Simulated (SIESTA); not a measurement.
**Sr2NbBiO6 under changes of volume**

One of the cells (15.925 Å³/atom); the others are scaled copies at fixed shape and fractional positions:

```
Bi Nb Sr O
1.0
     0.00000    4.30209    4.30209
     4.30209    0.00000    4.30209
     4.30209    4.30209    0.00000
Bi Nb Sr O
1 1 2 6
Direct
  0.00000 0.00000 0.00000
  0.50000 0.50000 0.50000
  0.75000 0.75000 0.75000
  0.25000 0.25000 0.25000
  0.73295 0.73295 0.26705
  0.26705 0.26705 0.73295
  0.73295 0.26705 0.73295
  0.26705 0.73295 0.26705
  0.26705 0.73295 0.73295
  0.73295 0.26705 0.26705
```

The cell comes from a database or a generator and needn't be the stable form of this composition.

| Property | Result |
| --- | --- |
| Program | SIESTA 5.4.2 |
| Functional | LDA |
| Potentials or basis | PseudoDojo 0.4 standard (LDA files) |
| Basis | DZP (energy shift 0.003 Ry; two zetas on semicore shells; d shell added on Sr) |
| Grid cutoff | 800 Ry |
| Energy shift | 0.003 Ry |
| k mesh | 4 × 4 × 4 |
| Occupations | fermi-dirac, width 0.05 eV |
| Spin | no spin polarisation |

```tsv
volume (Å³/atom)	energy over the lowest point (meV/atom)	pressure (GPa)	gap on the mesh (eV)	largest force (eV/Å)
14.969	?	?	?	?
15.288	0.00	-1.4	1.62	0.033
15.606	5.78	-4.3	1.67	0.163
15.925	17.09	-7.0	1.73	0.289
16.243	33.31	-9.3	1.77	0.405
16.562	53.93	-11.4	1.81	0.509
16.880	78.41	-13.2	1.85	0.613
```

Problem. What does the run at 14.969 Å³/atom give?

Solution. Energy over the lowest point 0.34 meV/atom; pressure 1.9 GPa; gap on the mesh 1.55 eV; largest force 0.112 eV/Å.

Worked out: A Birch-Murnaghan fit of order 3 (a polynomial in V^(-2/3)) to the other rows has its minimum at 15.15 Å³/atom, just outside them, with B0 = V·E''(V) = 156 GPa and B' = 4.5 at fixed shape and positions, which overstates the stiffness. It gives 0.41 meV/atom at 14.969 Å³/atom, against the run's 0.34, and -dE/dV = 1.9 GPa, against 1.9. A parabola through the other rows of the gap, of slope 3 eV per unit of ln V (its deformation potential) there, extrapolates to 1.56 eV, against the run's 1.55.

Energies are extrapolated to zero smearing.

Caveats: spin-orbit coupling is left out, which as a rule narrows the gap of such compounds by several tenths of an eV; the basis of atomic orbitals isn't converged, which shifts pressures, moduli and gaps.

A mesh can miss the band edges.
